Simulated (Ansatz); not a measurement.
# GaH2O2F (SMILES [OH][Ga]([OH])[F]), step by step

Aim: a series of 18 runs (HF/STO-3G, UHF/STO-3G, HF/3-21G, UHF/3-21G, HF/6-31G*, UHF/6-31G*, B3LYP/6-31G*, PBE/def2-SVP, and more) of FGaH2O2. 

The calculation is run with Ansatz 0.2.0.

### Step 1. The molecule

GaH2O2F has 6 atoms, charge 0, and is taken as a singlet. As SMILES, `[OH][Ga]([OH])[F]`. Geometry: relaxed at PBE0-D4/def2-TZVP. This is one conformer, not always the lowest. The run starts from this shape.

Bond lengths: O1–Ga2 1.769 Å, Ga2–O3 1.762 Å, Ga2–F4 1.743 Å, O1–H5 0.960 Å, O3–H6 0.960 Å. Angles: O1–Ga2–O3 123.2°, O1–Ga2–F4 118.9°, O3–Ga2–F4 117.8°, Ga2–O1–H5 113.2°, Ga2–O3–H6 112.9°.

### Step 2. A structure relaxation at HF/STO-3G (run 1)

Contents of run.yaml:

```yaml
crystal:
  periodic: [false, false, false]
  atoms:
    - symbol: O
      position_ang: [-0.297200, 1.351000, -0.574800]
    - symbol: Ga
      position_ang: [-0.068200, -0.342400, -0.117600]
    - symbol: O
      position_ang: [0.794400, -0.842300, 1.335300]
    - symbol: F
      position_ang: [-0.722600, -1.588800, -1.144800]
    - symbol: H
      position_ang: [-0.788800, 1.459000, -1.392800]
    - symbol: H
      position_ang: [1.124200, -0.100400, 1.848500]
basis:
  gaussian:
    orbitals: STO-3G
hamiltonian:
  xc: hf
relax:
  f_tol: 0.002
output: {orbitals: {seedname: orbitals}}
```

Started as:

```
$ ansatz run run.yaml --threads 1 --pin off --max-ram 3480MiB --events-out events.jsonl --progress --plain --runs-dir runs
```

The log of the run, cut to the lines that bear on the results:

```text
Warning: RAYON_NUM_THREADS=1 ignored (pool sized by the plan → 1); use --threads N
[...]
Functional definition: HF
  name "HF"
[...]
443 factors; integrals over basis functions are off by at most 1.8e-5 eV
[...]
mean field -58444.36642879 eV, -2147.7908512437 hartree, gradient 8.0e-5 eV, S^2 0.000000; 0 other end points of the search recorded, 0 dependent functions left out
[...]
reference -58444.36642879 eV, -2147.7908512437 hartree; 29, 29 occupied and 6, 6 virtual orbitals, 443 factors
relax step   1: F+E_penalty+E_count = -58444.36642879 eV  Δ(F+E_penalty+E_count) = +0.000e0 eV  max|allowed force component| = 3.977e0 eV/Å  Δτ_max = 0.0000 Å  (35 SCF iters, accepted)
[...]
relax step   4: F+E_penalty+E_count = -58445.60596760 eV  Δ(F+E_penalty+E_count) = -2.704e-1 eV  max|allowed force component| = 5.145e-1 eV/Å  Δτ_max = 0.2000 Å  (34 SCF iters, accepted)
[...]
relax step   7: F+E_penalty+E_count = -58445.70890319 eV  Δ(F+E_penalty+E_count) = -1.886e-2 eV  max|allowed force component| = 3.788e-1 eV/Å  Δτ_max = 0.0372 Å  (28 SCF iters, accepted)
[...]
relax step  10: F+E_penalty+E_count = -58445.72812919 eV  Δ(F+E_penalty+E_count) = -1.859e-3 eV  max|allowed force component| = 9.532e-2 eV/Å  Δτ_max = 0.0279 Å  (28 SCF iters, accepted)
[...]
relax step  12: F+E_penalty+E_count = -58445.72830942 eV  Δ(F+E_penalty+E_count) = -4.035e-5 eV  max|allowed force component| = 7.276e-3 eV/Å  Δτ_max = 0.0018 Å  (30 SCF iters, accepted)
[...]
relax step  13: F+E_penalty+E_count = -58445.72831394 eV  Δ(F+E_penalty+E_count) = -4.516e-6 eV  max|allowed force component| = 1.329e-3 eV/Å  Δτ_max = 0.0005 Å  (31 SCF iters, accepted)
444 factors; integrals over basis functions are off by at most 1.7e-5 eV
mean field -58445.72831394 eV, -2147.8408995996 hartree, gradient 1.2e-5 eV, S^2 0.000000; 1 other end points of the search recorded, 0 dependent functions left out
[...]
reference -58445.72831394 eV, -2147.8408995996 hartree; 29, 29 occupied and 6, 6 virtual orbitals, 444 factors
Total energy: -58445.72831394 eV, -2147.8408995996 hartree
Atom 0 at    -0.389818     1.310705    -0.725590 Å, force     0.000218    -0.001329     0.000448 eV/Å
Atom 1 at     0.041886    -0.031353     0.051130 Å, force    -0.000009     0.000711    -0.000123 eV/Å
Atom 2 at     0.701340    -0.783782     1.178336 Å, force    -0.000185     0.000186    -0.000249 eV/Å
Atom 3 at    -0.600379    -1.261043    -0.957178 Å, force     0.000074     0.000440     0.000104 eV/Å
Atom 4 at    -0.891695     1.195707    -1.552097 Å, force     0.000184    -0.000142     0.000316 eV/Å
Atom 5 at     1.180467    -0.494133     1.959198 Å, force    -0.000281     0.000135    -0.000496 eV/Å
Dipole moment:     0.166147     0.226116     0.265054 e Å
```

It took 26 s on 1 thread of Intel Xeon Platinum 8259CL at 2.50GHz (Skylake/Cascade Lake), shared host; peak memory 0.12 GiB.

Step by step:

| step | energy from the first frame kept (eV) | largest force (eV/Å) |
| --- | --- | --- |
| 1 | 0.0000 | 4.6639 |
| 2 | -0.6533 | 2.6245 |
| 3 | -0.9691 | 1.6016 |
| 4 | -1.2395 | 0.7836 |
| 5 | -1.2538 | 1.6490 |
| 6 | -1.3236 | 0.7272 |
| 7 | -1.3425 | 0.4532 |
| 8 | -1.3383 | 1.5538 |
| 9 | -1.3598 | 0.2164 |
| 10 | -1.3617 | 0.1179 |
| 11 | -1.3618 | 0.0502 |
| 12 | -1.3619 | 0.0090 |
| 13 | -1.3619 | 0.0014 |

After the run. Bond lengths: O1–Ga2 1.610 Å, Ga2–O3 1.507 Å, Ga2–F4 1.715 Å, O1–H5 0.974 Å, O3–H6 0.961 Å. Angles: O1–Ga2–O3 153.4°, O1–Ga2–F4 102.3°, O3–Ga2–F4 104.2°, Ga2–O1–H5 116.7°, Ga2–O3–H6 132.5°.

### Step 3. Vibrational wavenumbers at HF/STO-3G (run 2)

Contents of molecule.yaml:

```yaml
crystal:
  periodic: [false, false, false]
  atoms:
    - symbol: O
      position_ang: [-0.389818, 1.310705, -0.725590]
    - symbol: Ga
      position_ang: [0.041886, -0.031353, 0.051130]
    - symbol: O
      position_ang: [0.701340, -0.783782, 1.178336]
    - symbol: F
      position_ang: [-0.600379, -1.261043, -0.957178]
    - symbol: H
      position_ang: [-0.891695, 1.195707, -1.552097]
    - symbol: H
      position_ang: [1.180467, -0.494133, 1.959198]
basis:
  gaussian:
    orbitals: STO-3G
total_charge: 0
hamiltonian:
  xc: hf
phonons:
  temperatures:
    t_min: 298.15
    t_max: 298.15
    t_step: 1
```

Started as:

```
$ ansatz run molecule.yaml --threads 1 --pin off --max-ram 3480MiB --events-out events.jsonl --progress --plain --runs-dir runs
```

The log of the run, cut to the lines that bear on the results:

```text
Warning: RAYON_NUM_THREADS=1 ignored (pool sized by the plan → 1); use --threads N
Functional definition: HF
  name "HF"
[...]
449 factors; integrals over basis functions are off by at most 1.4e-5 eV
[...]
mean field -58445.72839639 eV, -2147.8409026299 hartree, gradient 1.6e-5 eV, S^2 0.000000; 0 other end points of the search recorded, 0 dependent functions left out
[...]
reference -58445.72839639 eV, -2147.8409026299 hartree; 29, 29 occupied and 6, 6 virtual orbitals, 449 factors
[...]
449 factors; integrals over basis functions are off by at most 1.4e-5 eV
[...]
mean field -58445.72832852 eV, -2147.8409001355 hartree, gradient 2.5e-6 eV, S^2 0.000000; 0 other end points of the search recorded, 0 dependent functions left out
[...]
reference -58445.72832852 eV, -2147.8409001355 hartree; 29, 29 occupied and 6, 6 virtual orbitals, 449 factors
[...]
449 factors; integrals over basis functions are off by at most 1.4e-5 eV
[...]
reference -58445.72824868 eV, -2147.8408972017 hartree; 29, 29 occupied and 6, 6 virtual orbitals, 449 factors
Total energy: -58445.72839639 eV, -2147.8409026299 hartree
Atom 0 at    -0.389818     1.310705    -0.725590 Å, force     0.000224    -0.001553     0.000471 eV/Å
Atom 1 at     0.041886    -0.031353     0.051130 Å, force    -0.000014     0.000906    -0.000141 eV/Å
Atom 2 at     0.701340    -0.783782     1.178336 Å, force    -0.000279     0.000114    -0.000400 eV/Å
Atom 3 at    -0.600379    -1.261043    -0.957178 Å, force     0.000163     0.000586     0.000246 eV/Å
Atom 4 at    -0.891695     1.195707    -1.552097 Å, force     0.000189    -0.000178     0.000324 eV/Å
Atom 5 at     1.180467    -0.494133     1.959198 Å, force    -0.000283     0.000124    -0.000499 eV/Å
Dipole moment:     0.166148     0.226115     0.265055 e Å
Vibrations: 199.79 238.34 287.76 479.52 566.47 570.64 630.22 748.92 1051.96 1076.92 4346.29 4492.32 cm⁻¹, zero-point energy 0.910612 eV
```

Run time: 44 s. Hardware: 1 thread of Intel Xeon Platinum 8259CL at 2.50GHz (Skylake/Cascade Lake), shared host; peak memory 0.1 GiB.

Runs 3 to 10 aren't shown in full; the table further down has their settings and results.

### Step 4. The doublet cation: the energy at UHF/6-31G(d) (Cartesian functions) (run 11)

Contents of in.yaml:

```yaml
crystal:
  periodic: [false, false, false]
  atoms:
    - {symbol: O, position_ang: [-0.303720, 1.327132, -0.583562]}
    - {symbol: Ga, position_ang: [-0.074155, -0.358905, -0.126232]}
    - {symbol: O, position_ang: [0.791601, -0.820276, 1.329757]}
    - {symbol: F, position_ang: [-0.718053, -1.596176, -1.137062]}
    - {symbol: H, position_ang: [-0.782294, 1.491725, -1.384406]}
    - {symbol: H, position_ang: [1.128421, -0.107401, 1.855305]}
basis:
  gaussian:
    orbitals: "6-31G*"
total_charge: 1
magnetization:
  spin_polarized: true
  initial_magnetization: 1
hamiltonian:
  xc: hf
```

Started as:

```
$ ansatz run in.yaml --threads 1 --pin off --max-ram 3480MiB --events-out events.jsonl --progress --plain --runs-dir runs
```

The log of the run:

```text
Warning: RAYON_NUM_THREADS=1 ignored (pool sized by the plan → 1); use --threads N
Functional definition: HF
  name "HF"
  exchange = exact_x
  correlation = 0
753 factors; integrals over basis functions are off by at most 8.0e-4 eV
mean field evaluation 1: about -59122.2882 eV, gradient 4.3e1 eV
mean field evaluation 2: about -59122.3246 eV, gradient 4.3e1 eV
mean field evaluation 4: about -59129.0300 eV, gradient 3.3e0 eV
mean field evaluation 8: about -59129.1717 eV, gradient 9.3e-1 eV
mean field evaluation 16: about -59130.0142 eV, gradient 2.6e-2 eV
mean field evaluation 32: about -59129.7999 eV, gradient 7.2e-1 eV
mean field evaluation 64: about -59129.9821 eV, gradient 6.0e-1 eV
mean field evaluation 96: about -59128.6422 eV, gradient 1.9e0 eV
mean field evaluation 128: about -59129.2024 eV, gradient 1.0e0 eV
mean field -59130.01491875 eV, -2172.9879685003 hartree, gradient 2.2e-5 eV, S^2 0.756143; 3 other end points of the search recorded, 0 dependent functions left out
reference -59130.01491875 eV, -2172.9879685003 hartree; 29, 28 occupied and 55, 56 virtual orbitals, 753 factors
Total energy: -59130.01491875 eV, -2172.9879685003 hartree
```

It took 18 s on 1 thread of Intel Xeon Platinum 8259CL at 2.50GHz (Skylake/Cascade Lake), shared host; peak memory 0.23 GiB.

Runs 12 to 17 aren't shown in full; the table further down has their settings and results.

### Step 5. The harmonic vibrations at MP2/6-31G(d) (Cartesian functions) (run 18)

Contents of molecule.yaml:

```yaml
crystal:
  periodic: [false, false, false]
  atoms:
    - symbol: O
      position_ang: [-0.289218, 1.362428, -0.561240]
    - symbol: Ga
      position_ang: [-0.072030, -0.356068, -0.122894]
    - symbol: O
      position_ang: [0.800680, -0.853821, 1.346218]
    - symbol: F
      position_ang: [-0.729770, -1.599613, -1.156297]
    - symbol: H
      position_ang: [-0.787471, 1.460680, -1.391439]
    - symbol: H
      position_ang: [1.119609, -0.077505, 1.839451]
basis:
  gaussian:
    orbitals: "6-31G*"
correlation:
  method: mp2
phonons:
  temperatures: {t_min: 298.15, t_max: 298.15, t_step: 1}
```

Started as:

```
$ ansatz run molecule.yaml --threads 1 --pin off --max-ram 3480MiB --events-out events.jsonl --progress --plain --runs-dir runs
```

The log of the run, cut to the lines that bear on the results:

```text
Warning: RAYON_NUM_THREADS=1 ignored (pool sized by the plan → 1); use --threads N
Functional definition: HF
  name "HF"
[...]
823 factors; integrals over basis functions are off by at most 3.3e-4 eV
[...]
mean field -59140.71568207 eV, -2173.3812142991 hartree, gradient 4.7e-6 eV, S^2 0.000000; 0 other end points of the search recorded, 0 dependent functions left out
12 core orbitals not correlated: weight in the atoms' cores, before any rotation towards them, 1.000 or more for the frozen orbitals, at most 0.000 for the correlated occupied ones
reference -59140.71568207 eV, -2173.3812142991 hartree; 17, 17 occupied and 55, 55 virtual orbitals, 823 factors
second order -21.45492396 eV of doubles, -0.00000000 eV of singles
[...]
823 factors; integrals over basis functions are off by at most 3.3e-4 eV
[...]
reference -59140.71699654 eV, -2173.3812626049 hartree; 17, 17 occupied and 55, 55 virtual orbitals, 823 factors
second order -21.45356173 eV of doubles, -0.00000000 eV of singles
[...]
Total energy: -59162.17060603 eV, -2174.1696682119 hartree
Atom 0 at    -0.289218     1.362428    -0.561240 Å, force     0.000005    -0.000033     0.000042 eV/Å
Atom 1 at    -0.072030    -0.356068    -0.122894 Å, force    -0.000051     0.000115    -0.000086 eV/Å
Atom 2 at     0.800680    -0.853821     1.346218 Å, force     0.000020     0.000105     0.000040 eV/Å
Atom 3 at    -0.729770    -1.599613    -1.156297 Å, force    -0.000009    -0.000036    -0.000016 eV/Å
Atom 4 at    -0.787471     1.460680    -1.391439 Å, force     0.000013    -0.000051    -0.000002 eV/Å
Atom 5 at     1.119609    -0.077505     1.839451 Å, force     0.000022    -0.000100     0.000022 eV/Å
Dipole moment:    -0.003293     0.407701    -0.024008 e Å
Vibrations: 180.09 196.50 204.27 317.28 343.56 663.00 734.83 745.17 876.33 907.49 3785.05 3788.64 cm⁻¹, zero-point energy 0.789916 eV
Checks for a lower state left out: cluster_reference
```

Run time: 3.3 min. Hardware: 1 thread of Intel Xeon Platinum 8259CL at 2.50GHz (Skylake/Cascade Lake), shared host; peak memory 0.18 GiB.

### Step 6. Overview of the runs

| run | level | task | walk f tol | partner | energy (Eh) | dipole moment (D) | wall time |
| --- | --- | --- | --- | --- | --- | --- | --- |
| 1 | HF/STO-3G | optimise | 0.002 | base | -2147.840900 | 1.85 | 26 s |
| 2 | HF/STO-3G | frequencies | – | base | -2147.840903 | 1.85 | 44 s |
| 3 | UHF/STO-3G | energy | – | cation | -2147.637919 | – | 3.9 s |
| 4 | UHF/STO-3G | optimise | – | cation | -2147.679938 | – | 42 s |
| 5 | HF/3-21G | optimise | 0.002 | base | -2162.977059 | 2.52 | 11 s |
| 6 | HF/3-21G | frequencies | – | base | -2162.977059 | 2.52 | 45 s |
| 7 | UHF/3-21G | energy | – | cation | -2162.599431 | – | 5.7 s |
| 8 | UHF/3-21G | optimise | – | cation | -2162.638204 | – | 59 s |
| 9 | HF/6-31G* (Cartesian functions) | optimise | 0.002 | base | -2173.383859 | 1.98 | 30 s |
| 10 | HF/6-31G* (Cartesian functions) | frequencies | – | base | -2173.383859 | 1.98 | 1.7 min |
| 11 | UHF/6-31G* (Cartesian functions) | energy | – | cation | -2172.987969 | – | 18 s |
| 12 | UHF/6-31G* (Cartesian functions) | optimise | – | cation | -2173.029655 | – | 88 s |
| 13 | B3LYP/6-31G* (Cartesian functions) | optimise | 0.002 | base | -2176.198409 | 1.90 | 43 s |
| 14 | B3LYP/6-31G* (Cartesian functions) | frequencies | – | base | -2176.198409 | 1.90 | 2.8 min |
| 15 | PBE/def2-SVP | optimise | 0.002 | base | -2175.456640 | 1.97 | 28 s |
| 16 | PBE/def2-SVP | frequencies | – | base | -2175.456640 | 1.97 | 67 s |
| 17 | MP2/6-31G* (Cartesian functions) | optimise | 0.002 | base | -2174.169668 | 1.96 | 52 s |
| 18 | MP2/6-31G* (Cartesian functions) | frequencies | – | base | -2174.169668 | 1.96 | 3.3 min |

### Step 7. What came out

```
                                                                          quantity           value
                                                  run 18, MP2/6-31G*: total energy  -2174.16967 Eh
                            run 18, MP2/6-31G*: dipole moment (correlated density)          1.96 D
                  run 18, MP2/6-31G*: correlation energy (12 core orbitals frozen)      -788.5 mEh
                                      run 18, MP2/6-31G*: largest force on an atom      0.000 eV/Å
                                    run 18, MP2/6-31G*: lowest harmonic wavenumber        180 cm⁻¹
                                   run 18, MP2/6-31G*: highest harmonic wavenumber       3789 cm⁻¹
                                             run 18, MP2/6-31G*: zero-point energy     76.2 kJ/mol
                     vertical ionisation energy (to the doublet cation), HF/STO-3G        5.523 eV
                      vertical ionisation energy (to the doublet cation), HF/3-21G       10.276 eV
                     vertical ionisation energy (to the doublet cation), HF/6-31G*       10.773 eV
adiabatic ionisation energy (to the doublet cation, no zero-point term), HF/STO-3G        4.380 eV
 adiabatic ionisation energy (to the doublet cation, no zero-point term), HF/3-21G        9.221 eV
adiabatic ionisation energy (to the doublet cation, no zero-point term), HF/6-31G*        9.638 eV
```

In words: At HF/STO-3G: the vertical ionisation energy comes to 5.52 eV (533 kJ/mol). In a minimal basis such a difference can be off by several eV, whatever the method. At HF/3-21G: the vertical ionisation energy comes to 10.28 eV (991 kJ/mol). At HF/6-31G*: the vertical ionisation energy comes to 10.77 eV (1039 kJ/mol). At HF/STO-3G: the adiabatic ionisation energy (to the doublet cation, no zero-point term) is 4.38 eV (423 kJ/mol). At HF/3-21G: the adiabatic ionisation energy (to the doublet cation, no zero-point term) is 9.22 eV (890 kJ/mol). Totals of different functionals can't be ranked against each other. In runs 1, 2, 3, 4 the basis is minimal, so the values are rough. All runs together took 17 min, the longest 3.3 min.
